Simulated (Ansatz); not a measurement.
Crystal: Mn2FeSe3.

```
Se Fe Mn
1.0
     3.52575    0.00000    0.00000
    -1.76287    3.05339    0.00000
     0.00000    0.00000    8.56452
Se Fe Mn
3 1 2
Cartesian
  0.0000 0.0000 4.2823
  1.7629 1.0178 7.1891
  0.0000 2.0356 1.3754
  0.0000 0.0000 0.0000
  1.7629 1.0178 2.8538
  0.0000 2.0356 5.7107
```

The cell comes from a database or a generator and needn't be the stable form of this composition.

Base run:

* Program: Ansatz 0.2.0
* Functional: PBE
* Potentials or basis: Ansatz PAW
* Cutoff: 420 eV (not typed: the program's choice for these potentials)
* k mesh: 7 × 7 × 3
* Occupations: fermi-dirac, width 0.05 eV
* Spin: collinear spin, ferromagnetic start
* Starting moments: [0.0, 0.0, 0.0, 1.5, 2.0, 2.0] μB
* Fixed moment: 5.5 μB

Its results: pressure 20.0 GPa; site moments Se +0.10, +0.00; Fe -2.56; Mn +3.68 μB; largest force 0.280 eV/Å.

The run is repeated on the same cell with these changes: fixed moment from 5.5 μB to 11 μB; moments at the start from [0.0, 0.0, 0.0, 1.5, 2.0, 2.0] to [0.0, 0.0, 0.0, 3.0, 4.0, 4.0]. What comes out?

Pressure 18.4 GPa; site moments Se +0.08, +0.09; Fe +2.65; Mn +3.62 μB; largest force 0.333 eV/Å.

Caveats: the total moment is fixed, so each spin has its own Fermi level; only a ferromagnetic start was run, and an antiferromagnetic order may lie lower in energy; the thresholds are loose for stress; the starting moments weren't kept (some runs).
